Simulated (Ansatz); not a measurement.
# Ba3Ca4O7: the cost of one run

Method: DFT PBE, scalar-relativistic, plane waves, PAW, in Ansatz 0.2.0.

## Step 1: The system as given

The cell holds 14 atoms (Ba3Ca4O7): a = 6.146 Å, b = 6.162 Å, c = 6.124 Å, α = 88.94°, β = 86.17°, γ = 89.12°.

It is the last frame of an earlier stage of the same melt, run at 300 K.

Structure file:

```
Ba O Ca
1.0
     6.14227    0.04636    0.20469
     0.04636    6.16181    0.05605
     0.20469    0.05605    6.12050
Ba O Ca
3 7 4
Direct
  0.87052 0.92273 0.81507
  0.20816 0.37634 0.66471
  0.21116 0.85611 0.33543
  0.14391 0.14374 0.98188
  0.90700 0.63929 0.46845
  0.61760 0.65777 0.09725
  0.98340 0.16421 0.43553
  0.46238 0.99745 0.56490
  0.61691 0.14066 0.05563
  0.15692 0.61677 0.96897
  0.37392 0.39029 0.14904
  0.89721 0.39069 0.17121
  0.72860 0.91907 0.33008
  0.40088 0.88109 0.88912
```

## Step 2: Relaxation without symmetry, coarse mesh

Cell and atoms move without symmetry, on a coarse mesh with loose thresholds.

Input file input.yaml:

```yaml
crystal:
  lattice:
    - [6.142269, 0.046355, 0.204695]
    - [0.046355, 6.161809, 0.056051]
    - [0.204695, 0.056051, 6.120505]
  atoms:
    - { symbol: Ba, position: [0.8705202277, 0.9227270678, 0.8150741809] }
    - { symbol: Ba, position: [0.2081644272, 0.3763375539, 0.6647071773] }
    - { symbol: Ba, position: [0.2111568218, 0.8561089208, 0.3354278614] }
    - { symbol: O, position: [0.1439099626, 0.1437422828, 0.9818752014] }
    - { symbol: O, position: [0.9070028064, 0.6392944085, 0.4684463053] }
    - { symbol: O, position: [0.6175970442, 0.6577738557, 0.0972479302] }
    - { symbol: O, position: [0.983395601, 0.1642058047, 0.4355287492] }
    - { symbol: O, position: [0.4623839469, 0.9974520046, 0.5648979427] }
    - { symbol: O, position: [0.616911629, 0.1406560665, 0.0556254663] }
    - { symbol: O, position: [0.1569213138, 0.6167712798, 0.9689718823] }
    - { symbol: Ca, position: [0.3739193128, 0.3902872218, 0.1490428483] }
    - { symbol: Ca, position: [0.8972141102, 0.3906873257, 0.1712147311] }
    - { symbol: Ca, position: [0.7286007175, 0.9190707143, 0.3300821887] }
    - { symbol: Ca, position: [0.4008786477, 0.8810893509, 0.8891165769] }
  symmetry: { detect: false }
basis:
  ecutwfc: 420
kpoints:
  mp_grid: { grid: [1, 1, 1], shift: [0.25, 0.25, 0.25] }
hamiltonian:
  xc: pbe
scf:
  occupations: { method: gaussian, width: 0.1 }
  lower_state_search: "off"
output:
  forces: true
  stress: true
  eigenvalues: true
relax:
  adjacent_minimum: "off"
  f_tol: 0.04
  max_steps: 70
  cell: { stress_tol: 0.3 }
```

Launch:

```bash
$ ansatz run input.yaml --threads 2 --pin off --max-ram 5120MiB --backend cpu --events-out ev --progress --plain --runs-dir out
```

What time and memory should one allow on 2 threads of Arm Neoverse V1, shared host?

About 63 s, with a peak of 0.45 GiB.
